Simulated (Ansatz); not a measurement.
# CH6ClSi2 (SMILES C[Si]([SiH3])Cl) at UPBE/def2-SVP

Aim: the electronic atomisation energy of CH6ClSi2 at UPBE/def2-SVP, from 5 runs. 

The calculation is run with Ansatz 0.2.0.

44 further runs of the same task are left out: 44 set aside as unsound or not needed.

## 1. The molecule

CH6ClSi2: 10 atoms, total charge 0, spin state doublet. SMILES: `C[Si]([SiH3])Cl`. The shape is that of a PBE0-D4/def2-TZVP optimisation.

Bond lengths: C1–Si2 1.872 Å, Si2–Si3 2.338 Å, Si2–Cl4 2.073 Å, C1–H5 1.093 Å, C1–H6 1.094 Å, C1–H7 1.092 Å, Si3–H8 1.485 Å, Si3–H9 1.490 Å, Si3–H10 1.489 Å. Some angles: C1–Si2–Si3 115.2°, C1–Si2–Cl4 108.2°, Si3–Si2–Cl4 108.6°, Si2–C1–H5 110.0°, Si2–C1–H6 110.4°, Si2–C1–H7 110.6°, Si2–Si3–H8 109.0°, Si2–Si3–H9 112.4°, Si2–Si3–H10 108.4°, H5–C1–H6 108.7°.

## 2. The energy at UPBE/def2-SVP

File in.yaml:

```yaml
basis:
  gaussian:
    orbitals: def2-SVP
crystal:
  periodic: [false, false, false]
  atoms:
    - symbol: C
      position_ang: [-0.817600, 1.375900, -0.759000]
    - symbol: Si
      position_ang: [-0.393400, -0.447400, -0.745400]
    - symbol: Si
      position_ang: [1.253500, -1.073900, 0.791400]
    - symbol: Cl
      position_ang: [-2.123100, -1.512600, -0.330000]
    - symbol: H
      position_ang: [0.078700, 1.966200, -0.965000]
    - symbol: H
      position_ang: [-1.223500, 1.680800, 0.209700]
    - symbol: H
      position_ang: [-1.561600, 1.592100, -1.528300]
    - symbol: H
      position_ang: [1.490500, -2.535600, 0.676400]
    - symbol: H
      position_ang: [0.871400, -0.750900, 2.195100]
    - symbol: H
      position_ang: [2.508200, -0.345800, 0.457800]
magnetization:
  spin_polarized: true
  initial_magnetization: 1
hamiltonian:
  xc: {name: PBE}
accuracy: high
output: {orbitals: {seedname: orbitals}}
```

The run is started by

```sh
ansatz run in.yaml --threads 1 --pin off --max-ram 3480MiB --events-out events.jsonl --progress --plain --runs-dir runs
```

What it wrote:

```text
Warning: RAYON_NUM_THREADS=1 ignored (pool sized by the plan → 1); use --threads N
Functional definition: PBE
  name "PBE"
  parameter kappa = 0.804
  parameter beta = 0.06672455060314922
  exchange = pbe_x(kappa = kappa, mu = beta*pi^2/3)
  correlation = pbe_c(beta = beta)
2141 factors; integrals over basis functions are off by at most 2.1e-8 eV
mean field evaluation 1: about -29380.9679 eV, gradient 3.7e1 eV
mean field evaluation 2: about -29368.4706 eV, gradient 5.5e1 eV
mean field evaluation 4: about -29388.1391 eV, gradient 3.3e0 eV
mean field evaluation 8: about -29388.2015 eV, gradient 4.7e-2 eV
mean field evaluation 16: about -29388.2015 eV, gradient 3.5e-5 eV
mean field -29388.20154744 eV, -1079.9964868299 hartree, gradient 5.4e-8 eV, S^2 0.752124; 0 other end points of the search recorded, 0 dependent functions left out
reference -29388.20155108 eV, -1079.9964869636 hartree; 29, 28 occupied and 69, 70 virtual orbitals, 2141 factors
Total energy: -29388.20155108 eV, -1079.9964869636 hartree
```

It took 13 s on 1 thread of Arm Neoverse V2, shared host; peak memory 0.33 GiB.

## 3. The C atom, same level

File job.yaml:

```yaml
crystal:
  periodic: [false, false, false]
  atoms:
    - {symbol: C, position_ang: [0.000000, 0.000000, 0.000000]}
basis:
  gaussian: {orbitals: def2-SVP}
magnetization: {spin_polarized: true, initial_magnetization: 2}
accuracy: high
hamiltonian: {xc: pbe}
```

Run the same way, it converges to -37.75124 Eh (log not shown).

## 4. The Cl atom at the same level

File job.yaml:

```yaml
crystal:
  periodic: [false, false, false]
  atoms:
    - {symbol: Cl, position_ang: [0.000000, 0.000000, 0.000000]}
basis:
  gaussian: {orbitals: def2-SVP}
hamiltonian: {xc: pbe}
magnetization: {spin_polarized: true, initial_magnetization: 1}
accuracy: high
```

Run the same way, it converges to -459.79702 Eh (log not shown).

## 5. The H atom at the same level

File run.yaml:

```yaml
crystal:
  periodic: [false, false, false]
  atoms:
    - {symbol: H, position_ang: [0.000000, 0.000000, 0.000000]}
basis:
  gaussian:
    orbitals: def2-SVP
magnetization:
  spin_polarized: true
  initial_magnetization: 1
hamiltonian:
  xc: {name: PBE}
accuracy: high
```

Run the same way, it converges to -0.49863 Eh (log not shown).

## 6. The Si atom at the same level

File input.yaml:

```yaml
crystal:
  periodic: [false, false, false]
  atoms:
    - {symbol: Si, position_ang: [0.000000, 0.000000, 0.000000]}
basis:
  gaussian:
    orbitals: def2-SVP
accuracy: high
hamiltonian:
  xc: pbe
magnetization:
  spin_polarized: true
  initial_magnetization: 2
```

Run the same way, it converges to -289.12416 Eh (log not shown).

## 7. Results

At UPBE/def2-SVP:

```
                                    quantity           value
                      molecule: total energy  -1079.99649 Eh
molecule: HOMO energy (highest over α and β)        -4.72 eV
 molecule: LUMO energy (lowest over α and β)        -3.29 eV
                              molecule: ⟨S²⟩           0.752
                        C atom: total energy    -37.75124 Eh
                                C atom: ⟨S²⟩           2.002
                       Cl atom: total energy   -459.79702 Eh
                               Cl atom: ⟨S²⟩           0.752
                        H atom: total energy     -0.49863 Eh
                                H atom: ⟨S²⟩           0.750
                       Si atom: total energy   -289.12416 Eh
                               Si atom: ⟨S²⟩           2.003
               electronic atomisation energy       32.875 eV
```

**Reading.** Taking the molecule apart into free atoms costs 32.87 eV (758 kcal/mol), before zero-point energy and without spin-orbit coupling.
